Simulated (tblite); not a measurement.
# Ga3H8N3OSi: the cost of one run

Programs: tblite 0.8.0 and PySCF 2.14.0. All values are calculated, for the isolated system unless a continuum is named. Atoms count from 0, parts from 1.

## (1) Starting point

16 atoms, charge 0, multiplicity 1; geometry: distance geometry start.

## (2) Geometry optimisation with GFN2-xTB

Job settings and geometry (Å):

```
{"job": {"kind": "relax", "xc": "GFN2-xTB", "basis": "xTB"}, "charge": 0, "multiplicity": 1}
N      1.465402    -0.217808     0.136680
Ga     1.119768    -0.049806     2.050713
N      0.173620     1.550475     2.582504
Ga    -0.556018     2.635176     1.140447
N     -1.159592     1.672801    -0.401184
Ga     0.019365     0.263616    -1.038637
Si    -1.021087    -1.511300    -2.151584
O     -2.777663    -1.310640    -2.086275
H      2.386616     0.029291    -0.170505
H      0.719334    -1.326037     2.778793
H     -0.374801     1.491895     3.434431
H     -1.429109     3.824338     1.579076
H     -1.611732     2.237796    -1.133227
H     -0.657735    -2.729456    -1.512601
H     -0.605969    -1.522919    -3.496886
H     -3.411096    -1.899684    -1.622979
```

Level: GFN2-xTB geometry optimisation, gas phase.

The run is started by

```bash
$ OMP_NUM_THREADS=1 python cluster_run.py task.json out
```

This one command runs all jobs of the session in turn.

**Question.** How long does this first job take on 1 thread of Arm Neoverse N1, shared host?

About 8.2 s.
